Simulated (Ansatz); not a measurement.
# Hf2SiN2: the cost of one run

Program: Ansatz 0.2.0. Level of theory: DFT PBE, scalar-relativistic, plane waves, PAW. These are calculated values, not measurements.

**1. Starting point**

The structure is tetragonal, space group P4/mmm (No. 123). The conventional cell has a = 3.966 Å, b = 3.966 Å, c = 4.116 Å, α = 90.00°, β = 90.00°, γ = 90.00°. Hf (site symmetry mmm) has 2 Si at 1.98 Å and 2 N at 2.06 Å as nearest neighbours. Si (site symmetry 4/mmm) has 4 Hf at 1.98 Å as nearest neighbours. N (site symmetry mmm) is surrounded by 2 Hf at 2.06 Å.

As a file:

```
CELL_PARAMETERS angstrom
3.96611 0.00000 0.00000
0.00000 3.96611 0.00000
0.00000 0.00000 4.11595
ATOMIC_POSITIONS crystal
Hf 0.50000 0.00000 0.50000
Hf 0.00000 0.50000 0.50000
Si 0.00000 0.00000 0.50000
N 0.50000 0.00000 0.00000
N 0.00000 0.50000 0.00000
```

The cell is invented: random cell by space group and Wyckoff sites (P4/mmm, No. 123). Its size is a rough estimate.

**2. The guess as it stands, on a coarse mesh**

File input.yaml:

```yaml
crystal:
  lattice:
    - [3.96611143, 0.0, 0.0]
    - [0.0, 3.96611143, 0.0]
    - [0.0, 0.0, 4.11595181]
  atoms:
    - { symbol: Hf, position: [0.5, 0.0, 0.5] }
    - { symbol: Hf, position: [0.0, 0.5, 0.5] }
    - { symbol: Si, position: [0.0, 0.0, 0.5] }
    - { symbol: "N", position: [0.5, 0.0, 0.0] }
    - { symbol: "N", position: [0.0, 0.5, 0.0] }
basis:
  ecutwfc: 420
kpoints:
  mp_grid: { grid: [4, 4, 4] }
hamiltonian:
  xc: pbe
scf:
  occupations: { method: gaussian, width: 0.1 }
  lower_state_search: "off"
output:
  forces: true
  stress: true
  eigenvalues: true
```

Started as:

```sh
$ ansatz run input.yaml --threads 1 --pin off --max-ram 2048MiB --backend cpu --events-out ev --progress --plain --runs-dir out
```

What time and memory should one allow on 1 thread of Intel Xeon 6975P-C (Granite Rapids), shared host?

About 1.7 s, with a peak of 0.4 GiB.
